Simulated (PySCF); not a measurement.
# AlH3O3: the SCF solver's settings

Aim: find out which solver settings change the answer for AlH3O3.

Method: method and basis as typed in the scripts; program: PySCF 2.14.0.

1 further run of the same task is left out (it didn't finish).

**1. Where the work starts**

AlH3O3: 7 atoms, charge 0, spin multiplicity 1.

Bond lengths: Al1–O2 1.708 Å, Al1–O3 1.708 Å, Al1–O4 1.708 Å, O2–H5 0.968 Å, O3–H6 0.968 Å, O4–H7 0.968 Å. Angles: O2–Al1–O3 120.0°, O2–Al1–O4 120.0°, O3–Al1–O4 120.0°, Al1–O2–H5 120.6°, Al1–O3–H6 120.6°, Al1–O4–H7 120.6°.

**2. The run that the others are compared with**

The input, input.py:

```python
from pyscf import gto, scf
from pyscf.hessian import thermo

mol = gto.M(
    atom='Al 0 0 0; O 1.7056 0.0869 0; O -0.9281 1.4337 0; O -0.7776 -1.5206 0; H 2.2399 -0.7203 0; H -0.4961 2.2999 0; H -1.7438 -1.5796 0',
    basis='3-21g',
    charge=0,
    spin=0,
    verbose=4,
)
mf = scf.UHF(mol)
mf.kernel()
hess = mf.Hessian().kernel()
print('wavenumber (cm^-1) =', thermo.harmonic_analysis(mol, hess)['freq_wavenumber'].round(1))
mf.dip_moment()
print('orbital energies (hartree):', [e[max(0, n-3):n+3].round(4) for e, n in zip(mf.mo_energy, mol.nelec)])
```

On the command line:

```console
> OMP_NUM_THREADS=1 python input.py
```

The log of this run is left out.

Base result: E(SCF) = -465.846513 Eh, 10 cycles, μ = 0.00 D, wavenumbers 275, 284, 284, 498, 499, 542, 694, 775, 775, 829, 1042, 1042, 3875, 3875, 3876 cm⁻¹.

**3. Level shift 0.5 hartree**

Variant 1 changes level shift: none → 0.5 hartree.

Changes to input.py since step 2:

```diff
@@ -11,2 +11,3 @@
 mf = scf.UHF(mol)
+mf.level_shift = 0.5
 mf.kernel()
```

On the command line:

```console
> OMP_NUM_THREADS=1 python input.py
```

Standard output:

```text
PySCF version 2.14.0

[INPUT] verbose = 4
[INPUT] num. atoms = 7
[INPUT] num. electrons = 40
[INPUT] charge = 0
[INPUT] spin (= nelec alpha-beta = 2S) = 0
[INPUT] symmetry False subgroup None
[INPUT] Mole.unit = angstrom
[INPUT] Symbol           X                Y                Z      unit          X                Y                Z       unit  Magmom
[INPUT]  1 Al     0.000000000000   0.000000000000   0.000000000000 AA    0.000000000000   0.000000000000   0.000000000000 Bohr   0.0
[INPUT]  2 O      1.705600000000   0.086900000000   0.000000000000 AA    3.223116878058   0.164217200225   0.000000000000 Bohr   0.0
[INPUT]  3 O     -0.928100000000   1.433700000000   0.000000000000 AA   -1.753854816209   2.709300344789   0.000000000000 Bohr   0.0
[INPUT]  4 O     -0.777600000000  -1.520600000000   0.000000000000 AA   -1.469451034462  -2.873517545014   0.000000000000 Bohr   0.0
[INPUT]  5 H      2.239900000000  -0.720300000000   0.000000000000 AA    4.232797546413  -1.361169727524   0.000000000000 Bohr   0.0
[INPUT]  6 H     -0.496100000000   2.299900000000   0.000000000000 AA   -0.937493130397   4.346181113887   0.000000000000 Bohr   0.0
[INPUT]  7 H     -1.743800000000  -1.579600000000   0.000000000000 AA   -3.295304416017  -2.985011386363   0.000000000000 Bohr   0.0

nuclear repulsion = 160.684378810228
number of shells = 28
number of NR pGTOs = 81
number of NR cGTOs = 46
basis = 3-21g
ecp = {}

******** <class 'pyscf.scf.uhf.UHF'> ********
method = UHF
initial guess = minao
damping factor = 0
level_shift factor = 0.5
DIIS = <class 'pyscf.scf.diis.CDIIS'>
diis_start_cycle = 1
diis_space = 8
diis_damp = 0
SCF conv_tol = 1e-09
SCF conv_tol_grad = None
SCF max_cycles = 50
direct_scf = True
direct_scf_tol = 1e-13
number electrons alpha = 20  beta = 20
Set gradient conv threshold to 3.16228e-05
init E= -464.876279228093
[... the frontier-level lines of each cycle are left out ...]
cycle= 1 E= -465.651941050924  delta_E= -0.776  |g|= 0.675  |ddm|= 1.56
cycle= 2 E= -465.821391344661  delta_E= -0.169  |g|= 0.195  |ddm|= 0.452
cycle= 3 E= -465.840815625  delta_E= -0.0194  |g|= 0.0662  |ddm|= 0.131
cycle= 4 E= -465.84532779946  delta_E= -0.00451  |g|= 0.0255  |ddm|= 0.0835
cycle= 5 E= -465.846213513004  delta_E= -0.000886  |g|= 0.0116  |ddm|= 0.0401
cycle= 6 E= -465.846446023245  delta_E= -0.000233  |g|= 0.00522  |ddm|= 0.0229
cycle= 7 E= -465.84649813519  delta_E= -5.21e-05  |g|= 0.00247  |ddm|= 0.0114
cycle= 8 E= -465.846509827827  delta_E= -1.17e-05  |g|= 0.0012  |ddm|= 0.00575
cycle= 9 E= -465.846512336925  delta_E= -2.51e-06  |g|= 0.000593  |ddm|= 0.0027
cycle= 10 E= -465.846512934197  delta_E= -5.97e-07  |g|= 0.000287  |ddm|= 0.00129
cycle= 11 E= -465.846513080276  delta_E= -1.46e-07  |g|= 0.000143  |ddm|= 0.000624
cycle= 12 E= -465.846513118225  delta_E= -3.79e-08  |g|= 7.01e-05  |ddm|= 0.000323
cycle= 13 E= -465.846513127925  delta_E= -9.7e-09  |g|= 3.36e-05  |ddm|= 0.000172
cycle= 14 E= -465.846513130102  delta_E= -2.18e-09  |g|= 1.59e-05  |ddm|= 8.34e-05
cycle= 15 E= -465.846513130612  delta_E= -5.1e-10  |g|= 7.36e-06  |ddm|= 4.25e-05
Extra cycle  E= -465.846513130716  delta_E= -1.04e-10  |g|= 3.15e-06  |ddm|= 2.09e-05
converged SCF energy = -465.846513130716  <S^2> = 6.7792882e-11  2S+1 = 1
wavenumber (cm^-1) = [ 275.4  284.1  284.2  498.2  498.8  541.8  694.4  775.1  775.3  829.
 1041.5 1041.6 3875.1 3875.3 3875.9]
Dipole moment(X, Y, Z, Debye):  0.00056, -0.00002, -0.00000
orbital energies (hartree): [array([-0.4881, -0.4638, -0.4638,  0.119 ,  0.1389,  0.2148]), array([-0.4881, -0.4638, -0.4638,  0.119 ,  0.1389,  0.2148])]
```

It took 8.7 s on 1 thread of Arm Neoverse N1, shared host.

Result: E(SCF) = -465.846513 Eh (no change), 15 cycles, μ = 0.00 D, wavenumbers 275, 284, 284, 498, 499, 542, 694, 775, 775, 829, 1042, 1042, 3875, 3875, 3876 cm⁻¹.

**4. Level shift 0.3 hartree**

Variant 2 changes level shift: none → 0.3 hartree.

Changes to input.py since step 2:

```diff
@@ -11,2 +11,3 @@
 mf = scf.UHF(mol)
+mf.level_shift = 0.3
 mf.kernel()
```

On the command line:

```console
> OMP_NUM_THREADS=1 python input.py
```

Standard output:

```text
[... 29 set-up lines left out, the same as in an earlier log ...]
level_shift factor = 0.3
[... 11 set-up lines left out, the same as in an earlier log ...]
init E= -464.876279228093
[... the frontier-level lines of each cycle are left out ...]
cycle= 1 E= -465.669386836061  delta_E= -0.793  |g|= 0.671  |ddm|= 1.57
cycle= 2 E= -465.824006886414  delta_E= -0.155  |g|= 0.233  |ddm|= 0.487
cycle= 3 E= -465.843797433427  delta_E= -0.0198  |g|= 0.0472  |ddm|= 0.124
cycle= 4 E= -465.84610837386  delta_E= -0.00231  |g|= 0.0144  |ddm|= 0.0658
cycle= 5 E= -465.846434516763  delta_E= -0.000326  |g|= 0.00569  |ddm|= 0.0277
cycle= 6 E= -465.84650102334  delta_E= -6.65e-05  |g|= 0.00212  |ddm|= 0.0141
cycle= 7 E= -465.846511386643  delta_E= -1.04e-05  |g|= 0.000807  |ddm|= 0.00585
cycle= 8 E= -465.846512902641  delta_E= -1.52e-06  |g|= 0.000313  |ddm|= 0.00239
cycle= 9 E= -465.846513094846  delta_E= -1.92e-07  |g|= 0.00013  |ddm|= 0.000867
cycle= 10 E= -465.846513124531  delta_E= -2.97e-08  |g|= 5.26e-05  |ddm|= 0.000331
cycle= 11 E= -465.846513129383  delta_E= -4.85e-09  |g|= 2.46e-05  |ddm|= 0.000124
cycle= 12 E= -465.846513130427  delta_E= -1.04e-09  |g|= 1.18e-05  |ddm|= 5.45e-05
cycle= 13 E= -465.846513130697  delta_E= -2.69e-10  |g|= 4.29e-06  |ddm|= 2.98e-05
Extra cycle  E= -465.846513130729  delta_E= -3.29e-11  |g|= 2.4e-06  |ddm|= 9.7e-06
converged SCF energy = -465.846513130729  <S^2> = 5.9067418e-11  2S+1 = 1
wavenumber (cm^-1) = [ 275.4  284.1  284.2  498.2  498.8  541.8  694.4  775.1  775.3  829.
 1041.5 1041.6 3875.1 3875.3 3875.9]
Dipole moment(X, Y, Z, Debye):  0.00056, -0.00002,  0.00000
orbital energies (hartree): [array([-0.4881, -0.4638, -0.4638,  0.119 ,  0.1388,  0.2148]), array([-0.4881, -0.4638, -0.4638,  0.119 ,  0.1389,  0.2148])]
```

Run time: 8.7 s. Hardware: 1 thread of Arm Neoverse N1, shared host.

Result: E(SCF) = -465.846513 Eh (no change), 13 cycles, μ = 0.00 D, wavenumbers 275, 284, 284, 498, 499, 542, 694, 775, 775, 829, 1042, 1042, 3875, 3875, 3876 cm⁻¹.

**5. Damping 0.8**

Variant 3 changes damping: none → 0.8.

Changes to input.py since step 2:

```diff
@@ -11,2 +11,4 @@
 mf = scf.UHF(mol)
+mf.damp = 0.8
+mf.diis_start_cycle = 8
 mf.kernel()
```

On the command line:

```console
> OMP_NUM_THREADS=1 python input.py
```

Standard output:

```text
[... 28 set-up lines left out, the same as in an earlier log ...]
damping factor = 0.8
level_shift factor = 0
[... 1 set-up line left out, the same as in an earlier log ...]
diis_start_cycle = 8
[... 9 set-up lines left out, the same as in an earlier log ...]
init E= -464.876279228093
[... the frontier-level lines of each cycle are left out ...]
cycle= 1 E= -465.684425261907  delta_E= -0.808  |g|= 0.682  |ddm|= 1.59
cycle= 2 E= -465.766214999139  delta_E= -0.0818  |g|= 0.465  |ddm|= 0.119
cycle= 3 E= -465.80483938985  delta_E= -0.0386  |g|= 0.321  |ddm|= 0.0845
cycle= 4 E= -465.823734666213  delta_E= -0.0189  |g|= 0.226  |ddm|= 0.0609
cycle= 5 E= -465.833378842855  delta_E= -0.00964  |g|= 0.162  |ddm|= 0.0449
cycle= 6 E= -465.838543867008  delta_E= -0.00517  |g|= 0.119  |ddm|= 0.0339
cycle= 7 E= -465.841455239077  delta_E= -0.00291  |g|= 0.0893  |ddm|= 0.0262
cycle= 8 E= -465.845852309176  delta_E= -0.0044  |g|= 0.039  |ddm|= 0.102
cycle= 9 E= -465.846348065086  delta_E= -0.000496  |g|= 0.0209  |ddm|= 0.0349
cycle= 10 E= -465.846498405299  delta_E= -0.00015  |g|= 0.00309  |ddm|= 0.0124
cycle= 11 E= -465.846512012147  delta_E= -1.36e-05  |g|= 0.000754  |ddm|= 0.0072
cycle= 12 E= -465.846513000675  delta_E= -9.89e-07  |g|= 0.000254  |ddm|= 0.00189
cycle= 13 E= -465.846513117612  delta_E= -1.17e-07  |g|= 7.72e-05  |ddm|= 0.000632
cycle= 14 E= -465.846513130005  delta_E= -1.24e-08  |g|= 1.84e-05  |ddm|= 0.000223
cycle= 15 E= -465.846513130697  delta_E= -6.93e-10  |g|= 4.9e-06  |ddm|= 5.31e-05
Extra cycle  E= -465.846513130726  delta_E= -2.91e-11  |g|= 2.89e-06  |ddm|= 6.34e-06
converged SCF energy = -465.846513130726  <S^2> = 8.3876017e-11  2S+1 = 1
wavenumber (cm^-1) = [ 275.4  284.1  284.2  498.2  498.8  541.8  694.4  775.1  775.3  829.
 1041.5 1041.6 3875.1 3875.3 3875.9]
Dipole moment(X, Y, Z, Debye):  0.00056, -0.00002, -0.00000
orbital energies (hartree): [array([-0.4881, -0.4638, -0.4638,  0.119 ,  0.1389,  0.2148]), array([-0.4881, -0.4638, -0.4638,  0.119 ,  0.1389,  0.2148])]
```

It took 8.8 s on 1 thread of Arm Neoverse N1, shared host.

This run: E(SCF) = -465.846513 Eh (no change), 15 cycles, μ = 0.00 D, wavenumbers 275, 284, 284, 498, 499, 542, 694, 775, 775, 829, 1042, 1042, 3875, 3875, 3876 cm⁻¹.

The script also starts DIIS later, which adds to the count of cycles.

**6. All runs together**

| run | E(SCF) (hartree) | from base (eV) | cycles | gap (eV) | SCF dipole (D) | after the SCF |
| --- | --- | --- | --- | --- | --- | --- |
| base | -465.846513 | 0 | 10 | 15.86 | 0.00 | highest mode 3876 cm⁻¹ |
| level shift 0.5 hartree | -465.846513 | 0.0000 | 15 | 15.86 | 0.00 | highest mode 3876 cm⁻¹ |
| level shift 0.3 hartree | -465.846513 | 0.0000 | 13 | 15.86 | 0.00 | highest mode 3876 cm⁻¹ |
| damping 0.8 | -465.846513 | 0.0000 | 15 | 15.86 | 0.00 | highest mode 3876 cm⁻¹ |

Wall time on 1 thread of Arm Neoverse N1, shared host, start-up included: base 8.7 s; level shift 0.5 hartree 8.7 s; level shift 0.3 hartree 8.7 s; damping 0.8 8.8 s.

Distance from each run's final energy (log10 hartree) by cycle:

| run | cycle 1 | cycle 2 | cycle 3 | cycle 5 | cycle 8 | cycle 12 |
| --- | --- | --- | --- | --- | --- | --- |
| base | -0.8 | -1.3 | -3.3 | -5.5 | -8.4 | done |
| level shift 0.5 hartree | -0.7 | -1.6 | -2.2 | -3.5 | -5.5 | -7.9 |
| level shift 0.3 hartree | -0.8 | -1.6 | -2.6 | -4.1 | -6.6 | -9.5 |
| damping 0.8 | -0.8 | -1.1 | -1.4 | -1.9 | -3.2 | -6.9 |

**Reading.** With level shift 0.5 hartree or level shift 0.3 hartree or damping 0.8 the SCF ends at the base energy. The base needs 10 cycles and the run with level shift 0.5 hartree needs 15.
